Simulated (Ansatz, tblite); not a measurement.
**GeHMe2(tBu) (C6H16Ge): rung by rung**

Aim: run the singlet of GeHMe2(tBu) (C6H16Ge) at one geometry on many levels, and compare frontier levels, spin and run time.

Method: as each input shows; program: Ansatz 0.2.0, Gaussian basis.

The runs, in order: GFN1-xTB, GFN2-xTB, PBE-D4/def2-TZVP, r2SCAN-D4/def2-TZVP, r2SCAN0-D4/def2-TZVP, B3LYP-D4/def2-TZVP, CAM-B3LYP-D4/def2-TZVP, PBE-D4/def2-SVP, PBE0-D4/def2-SVP, HF/STO-3G, MP2/def2-TZVP, RPA/def2-TZVP.

2 further runs of the same task are left out: 2 set aside as unsound or not needed. Runs told in other sessions of the task aren't counted.

## 1. The relaxed structure

The singlet was relaxed beforehand with r2SCAN-D4/def2-SVP.

23 atoms, charge 0, spin multiplicity 1.

Bond lengths: C1–Ge7 1.960 Å, C1–H9 1.101 Å, C1–H10 1.101 Å, C1–H11 1.101 Å, C2–Ge7 1.960 Å, C2–H12 1.101 Å, C2–H13 1.101 Å, C2–H14 1.101 Å, C3–C4 1.533 Å, C3–C5 1.533 Å, C3–C6 1.533 Å, C3–Ge7 1.992 Å, C4–H15 1.107 Å, C4–H16 1.103 Å, C4–H17 1.103 Å, C5–H18 1.103 Å, C5–H19 1.103 Å, C5–H20 1.107 Å and more. Angles: Ge7–C1–H9 110.2°, Ge7–C1–H10 110.6°, Ge7–C1–H11 111.3°, H9–C1–H10 108.1°, H9–C1–H11 108.1°, H10–C1–H11 108.5°, Ge7–C2–H12 111.4°, Ge7–C2–H13 110.5°, Ge7–C2–H14 110.2°, H12–C2–H13 108.5°, H12–C2–H14 108.1°, H13–C2–H14 108.1°, C4–C3–C5 109.9°, C4–C3–C6 109.9°, C4–C3–Ge7 109.5°, C5–C3–C6 109.8°, C5–C3–Ge7 108.8°, C6–C3–Ge7 109.0° and more.

PBE0-D4/def2-TZVP was run before; its log isn't repeated, and its numbers join the tables.

## 2. GFN1-xTB

Tight binding, by tblite at 300 K electronic temperature and without a spin-polarisation term:

```python
tblite.interface.Calculator('GFN1-xTB', numbers, positions, charge=0, uhf=0).singlepoint()
```

Energy -625.2437 eV, HOMO -11.29 eV, LUMO -4.78 eV; 0.016 s.

## 3. GFN2-xTB

Tight binding, by tblite at 300 K electronic temperature and without a spin-polarisation term:

```python
tblite.interface.Calculator('GFN2-xTB', numbers, positions, charge=0, uhf=0).singlepoint()
```

Energy -623.4814 eV, HOMO -10.27 eV, LUMO -1.86 eV; 0.009 s.

## 4. PBE-D4/def2-TZVP

start.molden holds the orbitals of an earlier run on this state, given as this run's starting guess.

File in.yaml:

```yaml
crystal:
  periodic: [false, false, false]
  atoms:
    - {symbol: C, position_ang: [2.344987, 0.895509, -0.015602]}
    - {symbol: C, position_ang: [-0.432669, 2.468869, 0.049926]}
    - {symbol: C, position_ang: [-0.443072, -0.781034, 0.004568]}
    - {symbol: C, position_ang: [-0.644087, -0.693312, -1.512163]}
    - {symbol: C, position_ang: [-1.802879, -0.873044, 0.705899]}
    - {symbol: C, position_ang: [0.402600, -2.012216, 0.348238]}
    - {symbol: Ge, position_ang: [0.500574, 0.851799, 0.644897]}
    - {symbol: H, position_ang: [0.519229, 0.815878, 2.193316]}
    - {symbol: H, position_ang: [2.845551, 1.818090, 0.317488]}
    - {symbol: H, position_ang: [2.363669, 0.874468, -1.116711]}
    - {symbol: H, position_ang: [2.923443, 0.037674, 0.359452]}
    - {symbol: H, position_ang: [-1.482011, 2.471390, 0.382665]}
    - {symbol: H, position_ang: [-0.414904, 2.542456, -1.048626]}
    - {symbol: H, position_ang: [0.058665, 3.364229, 0.461493]}
    - {symbol: H, position_ang: [-1.152302, -1.601821, -1.887769]}
    - {symbol: H, position_ang: [-1.268211, 0.170924, -1.794892]}
    - {symbol: H, position_ang: [0.314422, -0.609036, -2.052246]}
    - {symbol: H, position_ang: [-2.439494, 0.001059, 0.487311]}
    - {symbol: H, position_ang: [-1.694083, -0.944767, 1.801110]}
    - {symbol: H, position_ang: [-2.352950, -1.771952, 0.367720]}
    - {symbol: H, position_ang: [0.591619, -2.091524, 1.432530]}
    - {symbol: H, position_ang: [1.379039, -1.995667, -0.164184]}
    - {symbol: H, position_ang: [-0.117165, -2.937981, 0.035597]}
basis:
  gaussian: {orbitals: def2-TZVP, initial_orbitals: start.molden}
hamiltonian: {xc: pbe, dispersion: d4}
scf: {omitted_lower_state_checks: [starts]}
output: {forces: true, orbitals: {seedname: orbitals}}
```

On the command line:

```
> ansatz run in.yaml --threads 4 --pin off --events-out ev --progress --plain --max-ram 4787MiB
```

The program printed, shortened:

```text
Functional definition: PBE
  name "PBE"
  cite "Perdew, Burke & Ernzerhof, Phys. Rev. Lett. 77, 3865 (1996) doi:10.1103/PhysRevLett.77.3865"
  parent pbe
[...]
2142 factors; their error is unknown
[...]
mean field -62986.33075759 eV, -2314.7049616732 hartree, gradient 2.5e-5 eV, S^2 0.000000; 0 other end points of the search recorded, 0 dependent functions left out
[...]
reference -62986.33081422 eV, -2314.7049637540 hartree; 42, 42 occupied and 288, 288 virtual orbitals, 2142 factors
Total energy: -62986.90976422 eV, -2314.7262397742 hartree
Atom 0 at     2.344987     0.895509    -0.015602 Å, force     0.284714     0.014195    -0.091319 eV/Å
Atom 1 at    -0.432669     2.468869     0.049926 Å, force    -0.142739     0.252875    -0.071248 eV/Å
Atom 2 at    -0.443072    -0.781034     0.004568 Å, force    -0.090078    -0.159057    -0.040088 eV/Å
Atom 3 at    -0.644087    -0.693312    -1.512163 Å, force    -0.005128     0.019230    -0.096238 eV/Å
Atom 4 at    -1.802879    -0.873044     0.705899 Å, force    -0.078527     0.004950     0.042206 eV/Å
Atom 5 at     0.402600    -2.012216     0.348238 Å, force     0.056138    -0.066215     0.025558 eV/Å
Atom 6 at     0.500574     0.851799     0.644897 Å, force    -0.004339    -0.016367     0.003798 eV/Å
Atom 7 at     0.519229     0.815878     2.193316 Å, force     0.004684    -0.007532     0.179426 eV/Å
Atom 8 at     2.845551     1.818090     0.317488 Å, force    -0.035160    -0.070397    -0.029557 eV/Å
Atom 9 at     2.363669     0.874468    -1.116711 Å, force     0.001119    -0.000182     0.078813 eV/Å
Atom 10 at     2.923443     0.037674     0.359452 Å, force    -0.044756     0.063683    -0.031970 eV/Å
Atom 11 at    -1.482011     2.471390     0.382665 Å, force     0.078309    -0.000671    -0.027429 eV/Å
Atom 12 at    -0.414904     2.542456    -1.048626 Å, force    -0.004538    -0.005133     0.078331 eV/Å
Atom 13 at     0.058665     3.364229     0.461493 Å, force    -0.040921    -0.064827    -0.032610 eV/Å
Atom 14 at    -1.152302    -1.601821    -1.887769 Å, force     0.028166     0.045952     0.027043 eV/Å
Atom 15 at    -1.268211     0.170924    -1.794892 Å, force     0.039238    -0.053739     0.015472 eV/Å
Atom 16 at     0.314422    -0.609036    -2.052246 Å, force    -0.057500    -0.008500     0.031816 eV/Å
Atom 17 at    -2.439494     0.001059     0.487311 Å, force     0.035686    -0.054997     0.011116 eV/Å
Atom 18 at    -1.694083    -0.944767     1.801110 Å, force    -0.004437     0.006012    -0.066194 eV/Å
Atom 19 at    -2.352950    -1.771952     0.367720 Å, force     0.033492     0.045923     0.012680 eV/Å
Atom 20 at     0.591619    -2.091524     1.432530 Å, force    -0.014883     0.005479    -0.066585 eV/Å
Atom 21 at     1.379039    -1.995667    -0.164184 Å, force    -0.060826    -0.003027     0.033503 eV/Å
Atom 22 at    -0.117165    -2.937981     0.035597 Å, force     0.022288     0.052343     0.013474 eV/Å
Dipole moment:     0.002935     0.008609    -0.099744 e Å
Checks for a lower state left out: starts
```

Wall time 7 s (4 threads of Arm Neoverse V1, shared host); peak memory 0.62 GiB.

Report: HOMO -6.13 eV, LUMO 0.09 eV.

## 5. r2SCAN-D4/def2-TZVP

in.yaml, as its differences from that of step 4:

```diff
@@ -28,4 +28,4 @@
   gaussian: {orbitals: def2-TZVP, initial_orbitals: start.molden}
-hamiltonian: {xc: pbe, dispersion: d4}
+hamiltonian: {xc: r2scan, dispersion: d4}
 scf: {omitted_lower_state_checks: [starts]}
-output: {forces: true, orbitals: {seedname: orbitals}}
+output: {orbitals: {seedname: orbitals}}
```

The command is unchanged.

The program printed:

```text
Functional definition: r2SCAN
  name "r2SCAN"
  cite "Furness, Kaplan, Ning, Perdew & Sun, J. Phys. Chem. Lett. 11, 8208 (2020) doi:10.1021/acs.jpclett.0c02405"
  cite "Furness, Kaplan, Ning, Perdew & Sun, J. Phys. Chem. Lett. 11, 9248 (2020) doi:10.1021/acs.jpclett.0c03077"
  parent r2scan
  parameter k0 = 0.174
  parameter k1 = 0.065
  parameter a1 = 4.9479
  exchange = r2scan_x(k0 = k0, k1 = k1, a1 = a1)
  correlation = r2scan_c
these checks for a lower state are left out or cut short: starts
2142 factors; their error is unknown
mean field evaluation 1: about -63000.1595 eV, gradient 7.5e0 eV
mean field evaluation 2: about -63000.2220 eV, gradient 6.5e-2 eV
mean field evaluation 4: about -63000.1629 eV, gradient 6.1e-4 eV
mean field -63000.16290773 eV, -2315.2132838150 hartree, gradient 9.8e-6 eV, S^2 0.000000; 0 other end points of the search recorded, 0 dependent functions left out
reference -63000.16292360 eV, -2315.2132843983 hartree; 42, 42 occupied and 288, 288 virtual orbitals, 2142 factors
Total energy: -63000.32275617 eV, -2315.2191581366 hartree
Checks for a lower state left out: starts
```

Run time: 11 s. Hardware: 4 threads of Arm Neoverse V1, shared host; peak memory 0.67 GiB.

From the report: HOMO -6.33 eV, LUMO 0.74 eV.

## 6. r2SCAN0-D4/def2-TZVP

in.yaml, as its differences from that of step 5:

```diff
@@ -28,3 +28,3 @@
   gaussian: {orbitals: def2-TZVP, initial_orbitals: start.molden}
-hamiltonian: {xc: r2scan, dispersion: d4}
+hamiltonian: {xc: {name: r2SCAN0}, dispersion: d4}
 scf: {omitted_lower_state_checks: [starts]}
```

Launched as before.

The program printed, shortened:

```text
Functional definition: r2SCAN0
  name "r2SCAN0"
  cite "Bursch, Neugebauer, Ehlert & Grimme, J. Chem. Phys. 156, 134105 (2022) doi:10.1063/5.0086040"
  cite "Furness, Kaplan, Ning, Perdew & Sun, J. Phys. Chem. Lett. 11, 8208 (2020) doi:10.1021/acs.jpclett.0c02405"
  cite "Furness, Kaplan, Ning, Perdew & Sun, J. Phys. Chem. Lett. 11, 9248 (2020) doi:10.1021/acs.jpclett.0c03077"
  parent r2scan
[...]
2185 factors; their error is unknown
[...]
mean field -62999.22246951 eV, -2315.1787233477 hartree, gradient 1.0e-5 eV, S^2 0.000000; 0 other end points of the search recorded, 0 dependent functions left out
reference -62999.22248215 eV, -2315.1787238122 hartree; 42, 42 occupied and 288, 288 virtual orbitals, 2185 factors
Total energy: -62999.40687969 eV, -2315.1855002967 hartree
Checks for a lower state left out: starts
```

Wall time 16 s (4 threads of Arm Neoverse V1, shared host); peak memory 1.3 GiB.

Report: HOMO -7.42 eV, LUMO 1.28 eV.

## 7. B3LYP-D4/def2-TZVP

in.yaml, as its differences from that of step 6:

```diff
@@ -28,3 +28,3 @@
   gaussian: {orbitals: def2-TZVP, initial_orbitals: start.molden}
-hamiltonian: {xc: {name: r2SCAN0}, dispersion: d4}
+hamiltonian: {xc: {name: B3LYP}, dispersion: d4}
 scf: {omitted_lower_state_checks: [starts]}
```

Same command.

The program printed, shortened:

```text
Functional definition: B3LYP
  name "B3LYP"
  cite "Stephens, Devlin, Chabalowski & Frisch, J. Phys. Chem. 98, 11623 (1994) doi:10.1021/j100096a001"
  cite "Becke, Phys. Rev. A 38, 3098 (1988) doi:10.1103/PhysRevA.38.3098"
  cite "Lee, Yang & Parr, Phys. Rev. B 37, 785 (1988) doi:10.1103/PhysRevB.37.785"
  cite "Vosko, Wilk & Nusair, Can. J. Phys. 58, 1200 (1980) doi:10.1139/p80-159"
[...]
2173 factors; their error is unknown
[...]
mean field -63006.17558437 eV, -2315.4342456059 hartree, gradient 1.4e-5 eV, S^2 0.000000; 0 other end points of the search recorded, 0 dependent functions left out
reference -63006.17594829 eV, -2315.4342589796 hartree; 42, 42 occupied and 288, 288 virtual orbitals, 2173 factors
Total energy: -63007.09110342 eV, -2315.4678903103 hartree
Checks for a lower state left out: starts
```

It took 11 s on 4 threads of Arm Neoverse V1, shared host; peak memory 1.2 GiB.

From the report: HOMO -7.10 eV, LUMO 0.56 eV.

## 8. CAM-B3LYP-D4/def2-TZVP

in.yaml, as its differences from that of step 7:

```diff
@@ -28,3 +28,3 @@
   gaussian: {orbitals: def2-TZVP, initial_orbitals: start.molden}
-hamiltonian: {xc: {name: B3LYP}, dispersion: d4}
+hamiltonian: {xc: {name: CAM-B3LYP}, dispersion: d4}
 scf: {omitted_lower_state_checks: [starts]}
```

Launched as before.

The program printed, shortened:

```text
Functional definition: CAM-B3LYP
  name "CAM-B3LYP"
  cite "Yanai, Tew & Handy, Chem. Phys. Lett. 393, 51 (2004) doi:10.1016/j.cplett.2004.06.011"
  cite "Iikura, Tsuneda, Yanai & Hirao, J. Chem. Phys. 115, 3540 (2001) doi:10.1063/1.1383587"
  cite "Becke, Phys. Rev. A 38, 3098 (1988) doi:10.1103/PhysRevA.38.3098"
  cite "Lee, Yang & Parr, Phys. Rev. B 37, 785 (1988) doi:10.1103/PhysRevB.37.785"
  cite "Vosko, Wilk & Nusair, Can. J. Phys. 58, 1200 (1980) doi:10.1139/p80-159"
[...]
  # Exact exchange under (alpha + beta erf(omega r))/r, Becke's under what is left of 1/r.
[...]
2173 factors; their error is unknown
649 factors; integrals over basis functions are off by at most 1.2e-5 eV
[...]
mean field -63003.80417752 eV, -2315.3470980117 hartree, gradient 1.8e-5 eV, S^2 0.000000; 0 other end points of the search recorded, 0 dependent functions left out
reference -63003.80435514 eV, -2315.3471045391 hartree; 42, 42 occupied and 288, 288 virtual orbitals, 2173 factors
Total energy: -63004.30957373 eV, -2315.3656709797 hartree
Checks for a lower state left out: starts
```

Wall time 12 s (4 threads of Arm Neoverse V1, shared host); peak memory 1.4 GiB.

HOMO -8.59 eV, LUMO 1.63 eV.

## 9. PBE-D4/def2-SVP

in.yaml, as its differences from that of step 8:

```diff
@@ -27,4 +27,4 @@
 basis:
-  gaussian: {orbitals: def2-TZVP, initial_orbitals: start.molden}
-hamiltonian: {xc: {name: CAM-B3LYP}, dispersion: d4}
+  gaussian: {orbitals: def2-SVP, initial_orbitals: start.molden}
+hamiltonian: {xc: pbe, dispersion: d4}
 scf: {omitted_lower_state_checks: [starts]}
```

The command is unchanged.

The program printed:

```text
Functional definition: PBE
  name "PBE"
  cite "Perdew, Burke & Ernzerhof, Phys. Rev. Lett. 77, 3865 (1996) doi:10.1103/PhysRevLett.77.3865"
  parent pbe
  parameter kappa = 0.804
  parameter beta = 0.06672455060314922
  exchange = pbe_x(kappa = kappa, mu = beta*pi^2/3)
  correlation = pbe_c(beta = beta)
these checks for a lower state are left out or cut short: starts
2227 factors; their error is unknown
mean field evaluation 1: about -62971.9305 eV, gradient 1.1e1 eV
mean field evaluation 2: about -62972.1952 eV, gradient 1.9e-1 eV
mean field evaluation 4: about -62972.0992 eV, gradient 3.2e-4 eV
mean field -62972.09924960 eV, -2314.1819634007 hartree, gradient 7.5e-6 eV, S^2 0.000000; 0 other end points of the search recorded, 0 dependent functions left out
reference -62972.09929251 eV, -2314.1819649777 hartree; 42, 42 occupied and 154, 154 virtual orbitals, 2227 factors
Total energy: -62972.67824251 eV, -2314.2032409979 hartree
Checks for a lower state left out: starts
```

It took 3.1 s on 4 threads of Arm Neoverse V1, shared host.

From the report: HOMO -6.05 eV, LUMO 0.60 eV.

## 10. PBE0-D4/def2-SVP

in.yaml, as its differences from that of step 9:

```diff
@@ -28,3 +28,3 @@
   gaussian: {orbitals: def2-SVP, initial_orbitals: start.molden}
-hamiltonian: {xc: pbe, dispersion: d4}
+hamiltonian: {xc: pbe0, dispersion: d4}
 scf: {omitted_lower_state_checks: [starts]}
```

Same command.

The program printed:

```text
Functional definition: PBE0
  name "PBE0"
  cite "Adamo & Barone, J. Chem. Phys. 110, 6158 (1999) doi:10.1063/1.478522"
  cite "Perdew, Burke & Ernzerhof, Phys. Rev. Lett. 77, 3865 (1996) doi:10.1103/PhysRevLett.77.3865"
  parent pbe
  parameter a = 0.25
  parameter kappa = 0.804
  parameter beta = 0.06672455060314922
  exchange = (1 - a)*pbe_x(kappa = kappa, mu = beta*pi^2/3) + a*exact_x
  correlation = pbe_c(beta = beta)
these checks for a lower state are left out or cut short: starts
2266 factors; their error is unknown
mean field evaluation 1: about -62975.0350 eV, gradient 7.2e0 eV
mean field evaluation 2: about -62975.1747 eV, gradient 9.9e-2 eV
mean field evaluation 4: about -62975.2964 eV, gradient 1.7e-4 eV
mean field -62975.29636279 eV, -2314.2994551433 hartree, gradient 1.2e-5 eV, S^2 0.000000; 0 other end points of the search recorded, 0 dependent functions left out
reference -62975.29639653 eV, -2314.2994563835 hartree; 42, 42 occupied and 154, 154 virtual orbitals, 2266 factors
Total energy: -62975.79365452 eV, -2314.3177302776 hartree
Checks for a lower state left out: starts
```

Wall time 4.8 s (4 threads of Arm Neoverse V1, shared host); peak memory 0.83 GiB.

From the report: HOMO -7.25 eV, LUMO 1.43 eV.

## 11. HF/STO-3G

in.yaml, as its differences from that of step 10:

```diff
@@ -27,4 +27,4 @@
 basis:
-  gaussian: {orbitals: def2-SVP, initial_orbitals: start.molden}
-hamiltonian: {xc: pbe0, dispersion: d4}
+  gaussian: {orbitals: STO-3G}
+hamiltonian: {xc: hf}
 scf: {omitted_lower_state_checks: [starts]}
```

Launched as before.

The program printed:

```text
Functional definition: HF
  name "HF"
  cite "Fock, Z. Phys. 61, 126 (1930) doi:10.1007/BF01340294"
  parent pbe
  exchange = exact_x
  correlation = 0
these checks for a lower state are left out or cut short: starts
838 factors; integrals over basis functions are off by at most 4.0e-5 eV
mean field evaluation 1: about -62192.1236 eV, gradient 1.6e1 eV
mean field evaluation 2: about -62192.4880 eV, gradient 1.6e1 eV
mean field evaluation 4: about -62193.6810 eV, gradient 9.7e-1 eV
mean field evaluation 8: about -62193.6830 eV, gradient 1.8e-5 eV
mean field -62193.68299219 eV, -2285.5756935707 hartree, gradient 3.0e-5 eV, S^2 0.000000; 0 other end points of the search recorded, 0 dependent functions left out
reference -62193.68299219 eV, -2285.5756935707 hartree; 42, 42 occupied and 22, 22 virtual orbitals, 838 factors
Total energy: -62193.68299219 eV, -2285.5756935707 hartree
Checks for a lower state left out: starts
```

Run time: 0.45 s. Hardware: 4 threads of Arm Neoverse V1, shared host.

HOMO -8.56 eV, LUMO 12.44 eV.

## 12. MP2/def2-TZVP

in.yaml, as its differences from that of step 11:

```diff
@@ -27,4 +27,4 @@
 basis:
-  gaussian: {orbitals: STO-3G}
-hamiltonian: {xc: hf}
+  gaussian: {orbitals: def2-TZVP, initial_orbitals: start.molden}
+correlation: {method: mp2}
 scf: {omitted_lower_state_checks: [starts]}
```

The command is unchanged.

The program printed:

```text
Functional definition: HF
  name "HF"
  cite "Fock, Z. Phys. 61, 126 (1930) doi:10.1007/BF01340294"
  parent pbe
  exchange = exact_x
  correlation = 0
these checks for a lower state are left out or cut short: starts
2304 factors; integrals over basis functions are off by at most 1.2e-3 eV
mean field evaluation 1: about -62910.8106 eV, gradient 3.5e1 eV
mean field evaluation 2: about -62911.9684 eV, gradient 1.2e0 eV
mean field evaluation 4: about -62912.2359 eV, gradient 7.7e-3 eV
mean field evaluation 8: about -62912.2359 eV, gradient 2.8e-6 eV
mean field -62912.23592814 eV, -2311.9820269142 hartree, gradient 2.8e-6 eV, S^2 0.000000; 0 other end points of the search recorded, 0 dependent functions left out
15 core orbitals not correlated: weight in the atoms' cores, before any rotation towards them, 1.000 or more for the frozen orbitals, at most 0.000 for the correlated occupied ones
reference -62912.23592814 eV, -2311.9820269142 hartree; 27, 27 occupied and 288, 288 virtual orbitals, 2304 factors
second order -35.38614591 eV of doubles, -0.00000000 eV of singles
Total energy: -62947.62207405 eV, -2313.2824437907 hartree
Checks for a lower state left out: starts
```

It took 12 s on 4 threads of Arm Neoverse V1, shared host; peak memory 1.4 GiB.

Hartree-Fock HOMO -10.04 eV, LUMO 3.38 eV.

## 13. RPA/def2-TZVP

in.yaml, as its differences from that of step 12:

```diff
@@ -28,4 +28,4 @@
   gaussian: {orbitals: def2-TZVP, initial_orbitals: start.molden}
-correlation: {method: mp2}
+hamiltonian: {xc: pbe}
+correlation: {method: rpa}
 scf: {omitted_lower_state_checks: [starts]}
-output: {orbitals: {seedname: orbitals}}
```

Same command.

The program printed, shortened:

```text
Functional definition: PBE
  name "PBE"
  cite "Perdew, Burke & Ernzerhof, Phys. Rev. Lett. 77, 3865 (1996) doi:10.1103/PhysRevLett.77.3865"
  parent pbe
[...]
2304 factors; integrals over basis functions are off by at most 1.2e-3 eV
[...]
mean field -62986.33059928 eV, -2314.7049558553 hartree, gradient 4.5e-6 eV, S^2 0.000000; 0 other end points of the search recorded, 0 dependent functions left out
15 core orbitals not correlated: weight in the atoms' cores, before any rotation towards them, 1.000 or more for the frozen orbitals, at most 0.000 for the correlated occupied ones
reference -62910.00671992 eV, -2311.9001050228 hartree; 27, 27 occupied and 288, 288 virtual orbitals, 2304 factors
Total energy: -62968.78809936 eV, -2314.0602808738 hartree
Checks for a lower state left out: starts
```

It took 17 s on 4 threads of Arm Neoverse V1, shared host; peak memory 1.3 GiB.

## 14. Levels side by side

| level | functions | HOMO (eV) | LUMO (eV) | gap (eV) | time |
| --- | --- | --- | --- | --- | --- |
| HF/STO-3G | 64 | -8.56 | 12.44 | 21.01 | 0.45 s |
| PBE-D4/def2-SVP | 196 | -6.05 | 0.60 | 6.65 | 3.1 s |
| PBE-D4/def2-TZVP | 330 | -6.13 | 0.09 | 6.22 | 7 s |
| r2SCAN-D4/def2-TZVP | 330 | -6.33 | 0.74 | 7.07 | 11 s |
| B3LYP-D4/def2-TZVP | 330 | -7.10 | 0.56 | 7.66 | 11 s |
| PBE0-D4/def2-SVP | 196 | -7.25 | 1.43 | 8.68 | 4.8 s |
| PBE0-D4/def2-TZVP | 330 | -7.27 | 0.87 | 8.14 | 12 s |
| r2SCAN0-D4/def2-TZVP | 330 | -7.42 | 1.28 | 8.70 | 16 s |
| CAM-B3LYP-D4/def2-TZVP | 330 | -8.59 | 1.63 | 10.22 | 12 s |

The pieces so far (eV):

| basis | HF | MP2 correlation | total |
| --- | --- | --- | --- |
| def2-TZVP | -62912.2359 | -35.3861 | -62947.6221 (MP2) |

## 15. Binding energy

Free atoms were run apart at each level; binding is atoms less cluster, divided by the number of atoms, without zero-point or spin-orbit terms.

| level | binding an atom (eV) |
| --- | --- |
| HF/STO-3G | 3.885 |
| HF/def2-TZVP | 2.969 |
| PBE-D4/def2-SVP | 3.995 |
| PBE-D4/def2-TZVP | 3.969 |
| r2SCAN-D4/def2-TZVP | 3.927 |
| B3LYP-D4/def2-TZVP | 3.918 |
| PBE0-D4/def2-SVP | 3.968 |
| PBE0-D4/def2-TZVP | 3.936 |
| r2SCAN0-D4/def2-TZVP | 3.899 |
| CAM-B3LYP-D4/def2-TZVP | 3.933 |
| MP2/def2-TZVP | 3.822 |

## 16. Outcome

```
                                                 quantity                                      value
gap in def2-TZVP, named functionals, smallest and largest  6.22 eV (PBE-D4), 10.22 eV (CAM-B3LYP-D4)
                        correlation energy, MP2/def2-TZVP                                  -35.39 eV
                binding an atom, functionals in def2-TZVP      3.90 (r2SCAN0-D4) to 3.97 eV (PBE-D4)
          PBE0 total energy, smallest basis above largest             13.97 eV (def2-SVP, def2-TZVP)
```

Orbital gaps of the named functionals in def2-TZVP span 6.22 eV (PBE-D4) to 10.22 eV (CAM-B3LYP-D4); exact exchange widens it.

The slowest run with a step of its own, RPA/def2-TZVP, took 17 s; the quickest functional in def2-TZVP took 7 s (shared host).
